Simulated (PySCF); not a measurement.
# CoI3: ligand-field states, part 2 of 2

PySCF 2.14.0. Atoms count from 0.

### 5 Ligand-field states: state-averaged CASSCF (avg hs)

The job: settings as JSON, then the geometry in Å.

```
{"job": {"kind": "lf", "basis": {"metal": "x2c-TZVPall", "ligand": "x2c-SVPall"}, "nevpt": true, "avg": "hs"}, "charge": 0, "metal": "Co", "open_shell": "d6"}
Co     0.000000     0.000000     0.000000
I      2.431511     0.000012    -0.000000
I     -1.215766     2.105744     0.000000
I     -1.215745    -2.105756     0.000000
```

With the program's defaults for keys left out, this is: state-averaged CASSCF of the metal d shell, SC-NEVPT2 on the averaged canonical orbitals, state-interaction spin-orbit coupling.

The log of the run:

```text
basis functions 156, electrons 186, active (6e, 5o)
stage 1: DIIS on the effective Fock matrix, level shift 0.30
cycle   1  E = -22719.2258555053  dE = -2.272e+04  max|g| = 3.750e+00
cycle   2  E = -22722.8987808827  dE = -3.673e+00  max|g| = 2.926e+00
cycle   3  E = -22719.8874551036  dE =  3.011e+00  max|g| = 3.419e+00
cycle   4  E = -22726.5379460462  dE = -6.650e+00  max|g| = 1.224e+00
cycle   5  E = -22727.6946660614  dE = -1.157e+00  max|g| = 3.817e-01
cycle   6  E = -22727.0309154529  dE =  6.638e-01  max|g| = 8.121e-01
cycle   7  E = -22727.6691159081  dE = -6.382e-01  max|g| = 5.224e-01
cycle   8  E = -22727.6751299901  dE = -6.014e-03  max|g| = 3.456e-01
cycle   9  E = -22727.7778339102  dE = -1.027e-01  max|g| = 3.184e-01
cycle  10  E = -22727.6864019715  dE =  9.143e-02  max|g| = 3.922e-01
cycle  11  E = -22727.6024990286  dE =  8.390e-02  max|g| = 4.902e-01
cycle  12  E = -22727.3970992669  dE =  2.054e-01  max|g| = 6.514e-01
cycle  13  E = -22727.3016473803  dE =  9.545e-02  max|g| = 8.353e-01
cycle  14  E = -22726.7888795003  dE =  5.128e-01  max|g| = 1.006e+00
cycle  15  E = -22726.4949822403  dE =  2.939e-01  max|g| = 1.191e+00
stage 2: quasi-Newton rotations from the point of smallest gradient
cycle  17  E = -22727.9619373417  dE = -1.841e-01  max|g| = 3.358e-01
cycle  18  E = -22728.1105918419  dE = -1.487e-01  max|g| = 1.427e-01
cycle  20  E = -22728.1503861079  dE = -3.979e-02  max|g| = 3.695e-02
cycle  21  E = -22728.1595354265  dE = -9.149e-03  max|g| = 7.396e-02
cycle  22  E = -22728.1634942486  dE = -3.959e-03  max|g| = 2.717e-02
cycle  23  E = -22728.1642251260  dE = -7.309e-04  max|g| = 6.266e-03
cycle  24  E = -22728.1642987476  dE = -7.362e-05  max|g| = 2.046e-03
cycle  25  E = -22728.1643104599  dE = -1.171e-05  max|g| = 6.959e-04
cycle  26  E = -22728.1643130940  dE = -2.634e-06  max|g| = 2.912e-04
cycle  27  E = -22728.1643135091  dE = -4.151e-07  max|g| = 1.512e-04
cycle  28  E = -22728.1643136563  dE = -1.472e-07  max|g| = 5.620e-05
cycle  29  E = -22728.1643136785  dE = -2.219e-08  max|g| = 2.767e-05
cycle  30  E = -22728.1643136848  dE = -6.334e-09  max|g| = 1.204e-05
cycle  31  E = -22728.1643136857  dE = -8.476e-10  max|g| = 5.538e-06
converged average energy = -22728.1643136857

 mult deg   label        CASSCF/cm-1   NEVPT2/cm-1
   5   1   5A1'                0.0           0.0
   5   2   5E''             1784.5        3604.6
   5   2   5E'              9068.5       15755.6
   3   2   3E'             23118.8       17962.3
   3   1   3A1''           22469.7       18376.7
   3   1   3A2''           22522.3       18418.0
   3   2   3E''            24663.1       19299.8
   3   2   3E'             22465.7       19886.3
   3   1   3A2'            25397.5       21727.0
   3   2   3E''            22837.3       21969.1
   3   2   3E'             27142.5       24782.6
   3   2   3E''            25956.5       25017.4
   3   1   3A1'            29121.7       25406.4
   3   2   3E''            28283.2       26492.7
   3   1   3A2''           29316.6       27654.2
   3   1   3A1''           29682.0       27948.8
   3   1   3A2'            27172.5       28393.4
   1   1   1A1'            34541.5       29498.5
   1   1   1A1'            32968.1       29975.4
   1   1   1A2'            32977.6       29997.7
   1   2   1E''            34961.9       30511.6
   3   1   3A2'            32108.6       32940.7
   1   2   1E'             36052.7       33294.8
   1   2   1E''            34529.4       33378.0
   1   1   1A1''           39007.8       33948.7
   1   1   1A2''           39155.4       33977.9
   3   2   3E''            33694.0       34530.3
   1   2   1E'             35835.1       35122.6
   1   1   1A1''           36712.4       36031.6
   1   1   1A2''           36552.4       36098.7
   1   2   1E'             41517.6       36384.1
   1   1   1A1'            42353.0       36426.2
   3   2   3E''            40714.3       37209.2
   1   2   1E'             41923.6       37700.4
   3   1   3A2''           35585.3       38310.5
   3   2   3E'             35223.4       38325.5
   3   1   3A1''           35572.9       38471.4
   1   2   1E'             39632.8       39087.4
   3   2   3E'             36364.6       39380.1
   1   2   1E''            39852.7       40248.2
   1   1   1A2''           47952.5       40382.6
   1   1   1A1'            39974.1       40439.1
   1   1   1A1''           48060.8       40534.2
   3   2   3E'             41882.9       41738.0
   1   2   1E''            48224.0       42801.9
   3   1   3A1'            43663.2       44282.0
   1   2   1E'             55447.4       50290.5
   3   1   3A1''           60203.5       50879.4
   3   1   3A2''           60179.7       50896.9
   1   1   1A1'            54543.3       52893.7
   3   1   3A2'            64113.6       54525.0
   3   2   3E''            62743.0       55455.8
   1   2   1E''            58880.7       55489.4
   3   2   3E'             65781.7       57521.1
   1   1   1A2'            60306.8       57836.9
   1   1   1A1'            72219.7       58557.1
   1   2   1E'             72009.6       62537.5
   1   2   1E''            73694.5       64332.3
   3   2   3E''            73316.8       67679.5
   1   1   1A1''           74344.9       68410.4

spin-orbit levels / cm-1
      0.00  x1  5A1' 0.98
      9.98  x2  5A1' 0.98
     40.50  x2  5A1' 0.99
   3383.37  x2  5E'' 1.00
   3561.32  x2  5E'' 0.99
   3715.35  x1  5E'' 0.99
   3715.49  x1  5E'' 0.99
   3824.46  x1  5E'' 1.00
   3885.86  x1  5E'' 0.98
   3976.92  x2  5E'' 0.99
  15594.18  x2  5E' 0.99
  15720.96  x1  5E' 1.00
  15721.21  x1  5E' 1.00
  15822.07  x1  5E' 0.99
  15822.12  x1  5E' 0.99
  15898.49  x2  5E' 0.99
  15953.21  x1  5E' 0.99
  15955.47  x1  5E' 0.99
  17628.09  x1  3E' 0.66 3A1'' 0.15 3A2'' 0.14
  17628.30  x1  3E' 0.66 3A1'' 0.15 3A2'' 0.14
  17696.04  x2  3E' 0.92 3E'' 0.07
  17837.83  x1  3E' 0.54 3A1'' 0.43
  17846.53  x1  3E' 0.57 3A2'' 0.41
  18456.19  x2  3A1'' 0.54 3A2'' 0.37 3E' 0.08
  18650.17  x2  3A2'' 0.44 3A1'' 0.26 3E' 0.24
  18755.65  x1  3A1'' 0.49 3E' 0.45 3E' 0.06
  18799.74  x1  3A2'' 0.52 3E' 0.42 3E' 0.06
  19053.60  x1  3E'' 0.93 3A2' 0.06
  19286.58  x1  3E'' 0.99
  19449.01  x1  3E'' 0.88 3E' 0.08 3A2' 0.04
```

It took 21 s on 1 thread of Intel Xeon 6975P-C, shared host; peak memory 0.59 GiB.

Key values:

| quantity | value |
| --- | --- |
| spin-orbit constant ζ | 429 cm⁻¹ |

Powder susceptibility:

| T (K) | χT (cm³ K/mol) | μ(eff) |
| --- | --- | --- |
| 2 | 1.004 | 2.83 |
| 20 | 3.269 | 5.11 |
| 100 | 3.454 | 5.25 |
| 300 | 3.494 | 5.29 |

### 6 Ligand field across the series

From the NEVPT2 states (cm⁻¹; the spread is that of the fitted one-electron ligand-field levels):

| step | setting | ground state | next state | orbital spread | Racah B | ζ | μ(eff), 300 K |
| --- | --- | --- | --- | --- | --- | --- | --- |
| 3 | as given | 5A1' | 5E'' at 6341 | 15912 | 892 | 326 | 5.09 |
| 4 | basis x2c-TZVPall | 5A1' | 5E'' at 6051 | 15716 | 894 | 326 | 5.10 |
| 5 | avg hs | 5A1' | 5E'' at 3605 | 12971 | 953 | 429 | 5.29 |

### 7 Results

The summary covers parts 1 to 2.

| quantity | value |
| --- | --- |
| point group | D3h |
| rotational constants (main isotopes) | 0.45, 0.45, 0.22 GHz |
| spin-orbit constant ζ (step 3, state-averaged CASSCF) | 326 cm⁻¹ |
| ground multiplicity, μ(eff) at 300 K (step 3, 3 donors at 2.43 Å) | 5, 5.09 μB |
| ground multiplicity, μ(eff) at 300 K (step 4, 3 donors at 2.43 Å) | 5, 5.10 μB |
| ground multiplicity, μ(eff) at 300 K (step 5, 3 donors at 2.43 Å) | 5, 5.29 μB |

In words: The optimisation took 2 steps and gained 0.053 eV; among the close pairs (by a distance rule), Co0–I2 changed most, from 2.503 to 2.431 Å. No frequency check was run at this level, so the end point may be a saddle. In step 3 ζ is 56 % of the free ion's 587 cm⁻¹: an effective value, diluted by mixing with the ligands. In step 3, χT goes from 2.30 at 2 K to 3.25 cm³ K/mol at 300 K, as higher levels fill or mix in. The spread of the ligand-field levels runs from 12971 cm⁻¹ (avg hs) to 15912 cm⁻¹ (as given); μ(eff) at 300 K: 5.09 to 5.29 μB. The bonding is strongly covalent, and an active space of the metal's shell alone is small for it, so these values are rough.
